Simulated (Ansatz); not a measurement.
# Y4B: the cost of one run

Method: DFT PBE, scalar-relativistic, plane waves, PAW, in Ansatz 0.2.0.

1 further run of the same task is left out (it didn't finish).

## (1) The system as given

The structure is cubic, space group Pm-3m (No. 221). Conventional cell: a = 5.189 Å, b = 5.189 Å, c = 5.189 Å, α = 90.00°, β = 90.00°, γ = 90.00°. Around Y (site symmetry 4/mmm) lie 2 B at 2.59 Å. Y (site symmetry m-3m) is surrounded by 12 Y at 3.67 Å. Around B (site symmetry m-3m) lie 6 Y at 2.59 Å.

As a file:

```cif
data_structure
_symmetry_space_group_name_H-M 'Pm-3m'
_symmetry_Int_Tables_number 221
_cell_length_a 5.1886
_cell_length_b 5.1886
_cell_length_c 5.1886
_cell_angle_alpha 90.000
_cell_angle_beta 90.000
_cell_angle_gamma 90.000
_cell_volume 139.69
loop_
_atom_site_label
_atom_site_type_symbol
_atom_site_symmetry_multiplicity
_atom_site_Wyckoff_symbol
_atom_site_fract_x
_atom_site_fract_y
_atom_site_fract_z
_atom_site_occupancy
Y1 Y 3 c 0.00000 0.50000 0.50000 1
Y2 Y 1 a 0.00000 0.00000 0.00000 1
B1 B 1 b 0.50000 0.50000 0.50000 1
```

The cell was relaxed beforehand at this level, from a generated guess; it is a trial structure. At a tolerance of 0.05 Å it has space group Pm-3m (No. 221); it has 27.94 Å³/atom, an uncorrected energy of +0.04 eV/atom over the elements.

## (2) Bands, states and charges

input.yaml

```yaml
crystal:
  lattice:
    - [5.1886451548, 0.0, 0.0]
    - [0.0, 5.1886451548, 0.0]
    - [0.0, 0.0, 5.1886451548]
  atoms:
    - { symbol: "Y", position: [0.0, 0.5, 0.5] }
    - { symbol: "Y", position: [0.5, 0.0, 0.5] }
    - { symbol: "Y", position: [0.5, 0.5, 0.0] }
    - { symbol: "Y", position: [0.0, 0.0, 0.0] }
    - { symbol: B, position: [0.5, 0.5, 0.5] }
basis:
  ecutwfc: 420
kpoints:
  mp_grid: { grid: [8, 8, 8] }
  band_path:
    path:
      - [[0.0, 0.0, 0.0], [0.0, 0.5, 0.0], [0.5, 0.5, 0.0], [0.0, 0.0, 0.0], [0.5, 0.5, 0.5], [0.0, 0.5, 0.0]]
      - [[0.5, 0.5, 0.5], [0.5, 0.5, 0.0]]
    npoints: 14
hamiltonian:
  xc: pbe
scf:
  occupations: { method: gaussian, width: 0.1 }
  n_extra_bands: 12
output:
  forces: true
  stress: true
  eigenvalues: true
  populations: true
  dos: { projected: true, de: 0.02, nscf_kmesh: { grid: [10, 10, 10] } }
  bader: true
  write_density: true
  write_potential: true
  elf: true
  volumetric_format: npy
```

Started as:

```bash
> ansatz run input.yaml --threads 1 --pin off --max-ram 2048MiB --backend cpu --events-out ev --progress --plain --runs-dir out
```

**Question.** How long does this run take on 1 thread of Arm Neoverse V1, shared host, and how much memory does it need?

About 57 s, with a peak of 0.5 GiB.
